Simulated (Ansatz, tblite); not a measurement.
**Si(OH)2Cl2 (Cl2H2O2Si): removing and adding an electron**

What does removing or adding an electron cost or gain for Si(OH)2Cl2 (Cl2H2O2Si)? Each charged state is run at several levels.

Method: as each input shows; program: Ansatz 0.2.0, Gaussian basis.

Levels to be run: charge +1 doublet, at the geometry of the singlet (PBE0-D4/def2-TZVP, PBE-D4/def2-TZVP, r2SCAN-D4/def2-TZVP); charge -1 doublet, at the geometry of the singlet (PBE0-D4/def2-TZVPD, PBE-D4/def2-TZVPD, r2SCAN-D4/def2-TZVPD); the starting singlet's energies come from earlier runs.

## (1) The structure

The singlet was relaxed beforehand with r2SCAN-D4/def2-SVP.

7 atoms, charge 0, spin multiplicity 1.

Atoms are counted from 1 here; the program's logs count them from 0.

Bond lengths: Si1–O2 1.634 Å, Si1–O4 1.634 Å, Si1–Cl6 2.061 Å, Si1–Cl7 2.061 Å, O2–H3 0.964 Å, O4–H5 0.964 Å. Angles: O2–Si1–O4 106.3°, O2–Si1–Cl6 112.2°, O2–Si1–Cl7 109.7°, O4–Si1–Cl6 109.7°, O4–Si1–Cl7 112.2°, Cl6–Si1–Cl7 106.8°, Si1–O2–H3 117.3°, Si1–O4–H5 117.3°.

As a file:

```csv
atom,x (Å),y (Å),z (Å)
Si1,-0.0882,0.0020,-0.0617
O2,-0.0331,0.0557,1.5704
H3,-0.8086,-0.2579,2.0498
O4,1.4620,-0.0881,-0.5701
H5,1.6568,0.2385,-1.4562
Cl6,-0.9869,1.6725,-0.8663
Cl7,-1.2020,-1.6229,-0.6659
```

## (2) Charge +1 doublet at the fixed geometry, first pass, PBE0-D4/def2-SVP

The input, in.yaml:

```yaml
crystal:
  periodic: [false, false, false]
  atoms:
    - {symbol: Si, position_ang: [-0.088167, 0.002023, -0.061735]}
    - {symbol: O, position_ang: [-0.033113, 0.055712, 1.570368]}
    - {symbol: H, position_ang: [-0.808630, -0.257862, 2.049790]}
    - {symbol: O, position_ang: [1.462028, -0.088071, -0.570138]}
    - {symbol: H, position_ang: [1.656775, 0.238510, -1.456150]}
    - {symbol: Cl, position_ang: [-0.986935, 1.672548, -0.866286]}
    - {symbol: Cl, position_ang: [-1.201958, -1.622858, -0.665869]}
basis:
  gaussian: {orbitals: def2-SVP}
total_charge: 1
magnetization: {spin_polarized: true, initial_magnetization: 1}
hamiltonian: {xc: pbe0, dispersion: d4}
output: {orbitals: {seedname: orbitals}}
```

Command:

```
> ansatz run in.yaml --threads 4 --pin off --events-out ev --progress --plain --max-ram 3916MiB
```

Log:

```text
Functional definition: PBE0
  name "PBE0"
  cite "Adamo & Barone, J. Chem. Phys. 110, 6158 (1999) doi:10.1063/1.478522"
  cite "Perdew, Burke & Ernzerhof, Phys. Rev. Lett. 77, 3865 (1996) doi:10.1103/PhysRevLett.77.3865"
  parent pbe
  parameter a = 0.25
  parameter kappa = 0.804
  parameter beta = 0.06672455060314922
  exchange = (1 - a)*pbe_x(kappa = kappa, mu = beta*pi^2/3) + a*exact_x
  correlation = pbe_c(beta = beta)
845 factors; integrals over basis functions are off by at most 7.5e-4 eV
mean field evaluation 1: about -37000.6121 eV, gradient 6.1e1 eV
mean field evaluation 2: about -36938.6668 eV, gradient 1.3e2 eV
mean field evaluation 4: about -37014.0318 eV, gradient 5.4e0 eV
mean field evaluation 8: about -37014.2630 eV, gradient 1.2e0 eV
mean field evaluation 16: about -37014.2808 eV, gradient 4.2e-2 eV
mean field evaluation 32: about -37014.2810 eV, gradient 1.1e-4 eV
mean field evaluation 64: about -37014.1772 eV, gradient 8.9e-2 eV
mean field -37014.28098872 eV, -1360.2497371546 hartree, gradient 1.1e-5 eV, S^2 0.754640; 7 other end points of the search recorded, 0 dependent functions left out
reference -37014.28100950 eV, -1360.2497379185 hartree; 33, 32 occupied and 59, 60 virtual orbitals, 845 factors
Total energy: -37014.44981270 eV, -1360.2559413214 hartree
```

It took 30 s on 4 threads of Intel Xeon at 2.50GHz, shared host.

HOMO -15.15 eV, LUMO -13.56 eV (over both spins); ⟨S²⟩ 0.755 (pure: 0.75).

## (3) Charge +1 doublet at the fixed geometry, PBE0-D4/def2-TZVP

start.molden holds the orbitals of an earlier run on this state, given as this run's starting guess.

Changes to in.yaml since step 2:

```diff
@@ -11,3 +11,3 @@
 basis:
-  gaussian: {orbitals: def2-SVP}
+  gaussian: {orbitals: def2-TZVP, initial_orbitals: start.molden}
 total_charge: 1
@@ -15,2 +15,3 @@
 hamiltonian: {xc: pbe0, dispersion: d4}
+scf: {omitted_lower_state_checks: [starts]}
 output: {orbitals: {seedname: orbitals}}
```

Same command.

Log:

```text
Functional definition: PBE0
  name "PBE0"
  cite "Adamo & Barone, J. Chem. Phys. 110, 6158 (1999) doi:10.1063/1.478522"
  cite "Perdew, Burke & Ernzerhof, Phys. Rev. Lett. 77, 3865 (1996) doi:10.1103/PhysRevLett.77.3865"
  parent pbe
  parameter a = 0.25
  parameter kappa = 0.804
  parameter beta = 0.06672455060314922
  exchange = (1 - a)*pbe_x(kappa = kappa, mu = beta*pi^2/3) + a*exact_x
  correlation = pbe_c(beta = beta)
these checks for a lower state are left out or cut short: starts
1194 factors; their error is unknown
mean field evaluation 1: about -37026.4252 eV, gradient 1.4e2 eV
mean field evaluation 2: about -37030.9141 eV, gradient 5.3e0 eV
mean field evaluation 4: about -37031.1648 eV, gradient 2.5e-1 eV
mean field evaluation 8: about -37031.1657 eV, gradient 1.1e-4 eV
mean field -37031.16567896 eV, -1360.8702380762 hartree, gradient 1.2e-5 eV, S^2 0.756287; 0 other end points of the search recorded, 0 dependent functions left out
reference -37031.16570448 eV, -1360.8702390139 hartree; 33, 32 occupied and 152, 153 virtual orbitals, 1194 factors
Total energy: -37031.33450767 eV, -1360.8764424168 hartree
Checks for a lower state left out: starts
```

Run time: 36 s. Hardware: 4 threads of Intel Xeon at 2.50GHz, shared host; peak memory 0.91 GiB.

Report: HOMO -15.14 eV, LUMO -13.47 eV (over both spins); ⟨S²⟩ 0.756 (pure: 0.75).

## (4) Charge +1 doublet at the fixed geometry, PBE-D4/def2-TZVP

Changes to in.yaml since step 3:

```diff
@@ -14,3 +14,3 @@
 magnetization: {spin_polarized: true, initial_magnetization: 1}
-hamiltonian: {xc: pbe0, dispersion: d4}
+hamiltonian: {xc: pbe, dispersion: d4}
 scf: {omitted_lower_state_checks: [starts]}
```

The command is unchanged.

Log:

```text
Functional definition: PBE
  name "PBE"
  cite "Perdew, Burke & Ernzerhof, Phys. Rev. Lett. 77, 3865 (1996) doi:10.1103/PhysRevLett.77.3865"
  parent pbe
  parameter kappa = 0.804
  parameter beta = 0.06672455060314922
  exchange = pbe_x(kappa = kappa, mu = beta*pi^2/3)
  correlation = pbe_c(beta = beta)
these checks for a lower state are left out or cut short: starts
1154 factors; their error is unknown
mean field evaluation 1: about -37028.9062 eV, gradient 1.0e1 eV
mean field evaluation 2: about -37029.0641 eV, gradient 2.9e-1 eV
mean field evaluation 4: about -37029.0565 eV, gradient 1.9e-1 eV
mean field evaluation 8: about -37029.0566 eV, gradient 6.0e-5 eV
mean field -37029.05662567 eV, -1360.7927317972 hartree, gradient 1.2e-5 eV, S^2 0.751985; 0 other end points of the search recorded, 0 dependent functions left out
reference -37029.05666026 eV, -1360.7927330683 hartree; 33, 32 occupied and 152, 153 virtual orbitals, 1154 factors
Total energy: -37029.25603038 eV, -1360.8000597853 hartree
Checks for a lower state left out: starts
```

Wall time 9 s (4 threads of Intel Xeon at 2.50GHz, shared host).

From the report: HOMO -13.75 eV, LUMO -13.68 eV (over both spins); ⟨S²⟩ 0.752 (pure: 0.75).

## (5) Charge +1 doublet at the fixed geometry, r2SCAN-D4/def2-TZVP

Changes to in.yaml since step 4:

```diff
@@ -14,3 +14,3 @@
 magnetization: {spin_polarized: true, initial_magnetization: 1}
-hamiltonian: {xc: pbe, dispersion: d4}
+hamiltonian: {xc: r2scan, dispersion: d4}
 scf: {omitted_lower_state_checks: [starts]}
```

Same command.

Log:

```text
Functional definition: r2SCAN
  name "r2SCAN"
  cite "Furness, Kaplan, Ning, Perdew & Sun, J. Phys. Chem. Lett. 11, 8208 (2020) doi:10.1021/acs.jpclett.0c02405"
  cite "Furness, Kaplan, Ning, Perdew & Sun, J. Phys. Chem. Lett. 11, 9248 (2020) doi:10.1021/acs.jpclett.0c03077"
  parent r2scan
  parameter k0 = 0.174
  parameter k1 = 0.065
  parameter a1 = 4.9479
  exchange = r2scan_x(k0 = k0, k1 = k1, a1 = a1)
  correlation = r2scan_c
these checks for a lower state are left out or cut short: starts
1154 factors; their error is unknown
mean field evaluation 1: about -37043.1301 eV, gradient 7.0e0 eV
mean field evaluation 2: about -37043.1884 eV, gradient 1.9e-1 eV
mean field evaluation 4: about -37043.1781 eV, gradient 2.9e-2 eV
mean field evaluation 8: about -37043.1781 eV, gradient 2.0e-5 eV
mean field -37043.17806703 eV, -1361.3116851955 hartree, gradient 2.2e-5 eV, S^2 0.754032; 0 other end points of the search recorded, 0 dependent functions left out
reference -37043.17807685 eV, -1361.3116855563 hartree; 33, 32 occupied and 152, 153 virtual orbitals, 1154 factors
Total energy: -37043.22304202 eV, -1361.3133379959 hartree
Checks for a lower state left out: starts
```

It took 16 s on 4 threads of Intel Xeon at 2.50GHz, shared host.

From the report: HOMO -14.06 eV, LUMO -13.90 eV (over both spins); ⟨S²⟩ 0.754 (pure: 0.75).

## (6) Vertical ionisation energy

Charged state less starting state, singlet to doublet; the starting state's energies are those of its earlier runs.

```csv
level,vertical ionisation energy (eV),time
PBE-D4/def2-TZVP,+10.71,14 s
r2SCAN-D4/def2-TZVP,+11.02,25 s
PBE0-D4/def2-TZVP,+11.36,43 s
```

Times add the two runs; a level without a time comes out of a correlated run.

Beside −ε(HOMO) of the starting state:

```csv
level,−ε(HOMO) (eV),by difference (eV),mismatch (eV)
PBE-D4/def2-TZVP,7.69,10.71,-3.02
r2SCAN-D4/def2-TZVP,8.09,11.02,-2.93
PBE0-D4/def2-TZVP,9.19,11.36,-2.17
```

## (7) Charge -1 doublet at the fixed geometry, first pass, PBE0-D4/def2-SVP

Changes to in.yaml since step 5:

```diff
@@ -11,7 +11,6 @@
 basis:
-  gaussian: {orbitals: def2-TZVP, initial_orbitals: start.molden}
-total_charge: 1
+  gaussian: {orbitals: def2-SVP}
+total_charge: -1
 magnetization: {spin_polarized: true, initial_magnetization: 1}
-hamiltonian: {xc: r2scan, dispersion: d4}
-scf: {omitted_lower_state_checks: [starts]}
+hamiltonian: {xc: pbe0, dispersion: d4}
 output: {orbitals: {seedname: orbitals}}
```

Launched as before.

Log:

```text
Functional definition: PBE0
  name "PBE0"
  cite "Adamo & Barone, J. Chem. Phys. 110, 6158 (1999) doi:10.1063/1.478522"
  cite "Perdew, Burke & Ernzerhof, Phys. Rev. Lett. 77, 3865 (1996) doi:10.1103/PhysRevLett.77.3865"
  parent pbe
  parameter a = 0.25
  parameter kappa = 0.804
  parameter beta = 0.06672455060314922
  exchange = (1 - a)*pbe_x(kappa = kappa, mu = beta*pi^2/3) + a*exact_x
  correlation = pbe_c(beta = beta)
847 factors; integrals over basis functions are off by at most 7.5e-4 eV
mean field evaluation 1: about -37019.3628 eV, gradient 3.1e1 eV
mean field evaluation 2: about -37011.7319 eV, gradient 5.5e1 eV
mean field evaluation 4: about -37023.0807 eV, gradient 1.3e0 eV
mean field evaluation 8: about -37023.1882 eV, gradient 4.2e-2 eV
mean field evaluation 16: about -37023.1882 eV, gradient 8.5e-4 eV
mean field -37023.18823236 eV, -1360.5770723207 hartree, gradient 4.5e-5 eV, S^2 0.751515; 2 other end points of the search recorded, 0 dependent functions left out
reference -37023.18825905 eV, -1360.5770733016 hartree; 34, 33 occupied and 58, 59 virtual orbitals, 847 factors
Total energy: -37023.39250170 eV, -1360.5845790805 hartree
```

Run time: 8.1 s. Hardware: 4 threads of Intel Xeon at 2.50GHz, shared host.

HOMO 4.13 eV, LUMO 5.94 eV (over both spins); ⟨S²⟩ 0.752 (pure: 0.75). Doubts: highest occupied level lies above zero.

## (8) Charge -1 doublet at the fixed geometry, PBE0-D4/def2-TZVPD

Changes to in.yaml since step 7:

```diff
@@ -11,3 +11,3 @@
 basis:
-  gaussian: {orbitals: def2-SVP}
+  gaussian: {orbitals: def2-TZVPD, initial_orbitals: start.molden}
 total_charge: -1
@@ -15,2 +15,3 @@
 hamiltonian: {xc: pbe0, dispersion: d4}
+scf: {omitted_lower_state_checks: [starts]}
 output: {orbitals: {seedname: orbitals}}
```

The command is unchanged.

Log:

```text
Functional definition: PBE0
  name "PBE0"
  cite "Adamo & Barone, J. Chem. Phys. 110, 6158 (1999) doi:10.1063/1.478522"
  cite "Perdew, Burke & Ernzerhof, Phys. Rev. Lett. 77, 3865 (1996) doi:10.1103/PhysRevLett.77.3865"
  parent pbe
  parameter a = 0.25
  parameter kappa = 0.804
  parameter beta = 0.06672455060314922
  exchange = (1 - a)*pbe_x(kappa = kappa, mu = beta*pi^2/3) + a*exact_x
  correlation = pbe_c(beta = beta)
these checks for a lower state are left out or cut short: starts
1382 factors; their error is unknown
mean field evaluation 1: about -37034.8076 eV, gradient 1.4e2 eV
mean field evaluation 2: about -37040.4010 eV, gradient 7.6e0 eV
mean field evaluation 4: about -37042.0564 eV, gradient 3.6e-1 eV
mean field evaluation 8: about -37042.1340 eV, gradient 3.1e-3 eV
mean field -37042.13397149 eV, -1361.2733153919 hartree, gradient 1.6e-5 eV, S^2 0.750358; 0 other end points of the search recorded, 0 dependent functions left out
reference -37042.13400168 eV, -1361.2733165016 hartree; 34, 33 occupied and 199, 200 virtual orbitals, 1382 factors
Total energy: -37042.33824433 eV, -1361.2808222806 hartree
Checks for a lower state left out: starts
```

Run time: 30 s. Hardware: 4 threads of Intel Xeon at 2.50GHz, shared host; peak memory 0.91 GiB.

Report: HOMO 1.49 eV, LUMO 2.67 eV (over both spins); ⟨S²⟩ 0.750 (pure: 0.75). Doubts: highest occupied level lies above zero.

## (9) Charge -1 doublet at the fixed geometry, PBE-D4/def2-TZVPD

Changes to in.yaml since step 8:

```diff
@@ -14,3 +14,3 @@
 magnetization: {spin_polarized: true, initial_magnetization: 1}
-hamiltonian: {xc: pbe0, dispersion: d4}
+hamiltonian: {xc: pbe, dispersion: d4}
 scf: {omitted_lower_state_checks: [starts]}
```

Launched as before.

Log:

```text
Functional definition: PBE
  name "PBE"
  cite "Perdew, Burke & Ernzerhof, Phys. Rev. Lett. 77, 3865 (1996) doi:10.1103/PhysRevLett.77.3865"
  parent pbe
  parameter kappa = 0.804
  parameter beta = 0.06672455060314922
  exchange = pbe_x(kappa = kappa, mu = beta*pi^2/3)
  correlation = pbe_c(beta = beta)
these checks for a lower state are left out or cut short: starts
1305 factors; their error is unknown
mean field evaluation 1: about -37039.4726 eV, gradient 1.0e1 eV
mean field evaluation 2: about -37039.6091 eV, gradient 2.1e-1 eV
mean field evaluation 4: about -37039.5956 eV, gradient 5.8e-3 eV
mean field evaluation 8: about -37039.5956 eV, gradient 5.9e-5 eV
mean field -37039.59556058 eV, -1361.1800305118 hartree, gradient 2.4e-5 eV, S^2 0.750289; 0 other end points of the search recorded, 0 dependent functions left out
reference -37039.59560096 eV, -1361.1800319957 hartree; 34, 33 occupied and 199, 200 virtual orbitals, 1305 factors
Total energy: -37039.83662592 eV, -1361.1888894997 hartree
Checks for a lower state left out: starts
```

It took 16 s on 4 threads of Intel Xeon at 2.50GHz, shared host.

HOMO 1.76 eV, LUMO 2.18 eV (over both spins); ⟨S²⟩ 0.750 (pure: 0.75). Doubts: highest occupied level lies above zero.

## (10) Charge -1 doublet at the fixed geometry, r2SCAN-D4/def2-TZVPD

Changes to in.yaml since step 9:

```diff
@@ -14,3 +14,3 @@
 magnetization: {spin_polarized: true, initial_magnetization: 1}
-hamiltonian: {xc: pbe, dispersion: d4}
+hamiltonian: {xc: r2scan, dispersion: d4}
 scf: {omitted_lower_state_checks: [starts]}
```

Launched as before.

Log:

```text
Functional definition: r2SCAN
  name "r2SCAN"
  cite "Furness, Kaplan, Ning, Perdew & Sun, J. Phys. Chem. Lett. 11, 8208 (2020) doi:10.1021/acs.jpclett.0c02405"
  cite "Furness, Kaplan, Ning, Perdew & Sun, J. Phys. Chem. Lett. 11, 9248 (2020) doi:10.1021/acs.jpclett.0c03077"
  parent r2scan
  parameter k0 = 0.174
  parameter k1 = 0.065
  parameter a1 = 4.9479
  exchange = r2scan_x(k0 = k0, k1 = k1, a1 = a1)
  correlation = r2scan_c
these checks for a lower state are left out or cut short: starts
1305 factors; their error is unknown
mean field evaluation 1: about -37053.7680 eV, gradient 7.0e0 eV
mean field evaluation 2: about -37053.8080 eV, gradient 1.1e-1 eV
mean field evaluation 4: about -37053.7922 eV, gradient 1.5e-2 eV
mean field evaluation 8: about -37053.7923 eV, gradient 2.4e-5 eV
mean field -37053.79228498 eV, -1361.7017505105 hartree, gradient 2.0e-5 eV, S^2 0.750629; 0 other end points of the search recorded, 0 dependent functions left out
reference -37053.79231276 eV, -1361.7017515313 hartree; 34, 33 occupied and 199, 200 virtual orbitals, 1305 factors
Total energy: -37053.84740951 eV, -1361.7037762998 hartree
Checks for a lower state left out: starts
```

It took 28 s on 4 threads of Intel Xeon at 2.50GHz, shared host.

Report: HOMO 1.76 eV, LUMO 2.33 eV (over both spins); ⟨S²⟩ 0.751 (pure: 0.75). Doubts: highest occupied level lies above zero.

## (11) Vertical electron affinity

Starting state less charged state (positive: the electron is bound), singlet to doublet; the starting state's energies are those of its earlier runs.

```csv
level,vertical electron affinity (eV),time
PBE-D4/def2-TZVPD,-0.25,25 s
r2SCAN-D4/def2-TZVPD,-0.47,41 s
PBE0-D4/def2-TZVPD,-0.44,43 s
```

Times add the two runs; a level without a time comes out of a correlated run.

Beside −ε(LUMO) of the starting state:

```csv
level,−ε(LUMO) (eV),by difference (eV),mismatch (eV)
PBE-D4/def2-TZVPD,1.32,-0.25,+1.57
r2SCAN-D4/def2-TZVPD,0.71,-0.47,+1.18
PBE0-D4/def2-TZVPD,0.56,-0.44,+1.00
```

## (12) Summary of results

| quantity | value |
| --- | --- |
| vertical ionisation energy, functionals in def2-TZVP | 10.71 (PBE-D4) to 11.36 eV (PBE0-D4) |
| vertical electron affinity, functionals in def2-TZVPD | -0.47 (r2SCAN-D4) to -0.25 eV (PBE-D4) |

What this shows: The vertical ionisation energy spans 10.71 to 11.36 eV over the functionals. −ε(HOMO) misses the level's own difference by -2.17 eV at best (PBE0-D4) and -3.02 eV at worst (PBE-D4). The vertical electron affinity spans -0.47 to -0.25 eV over the functionals. A negative affinity means an unbound electron, held by the basis alone. −ε(LUMO) misses the level's own difference by +1.00 eV at best (PBE0-D4) and +1.57 eV at worst (PBE-D4).
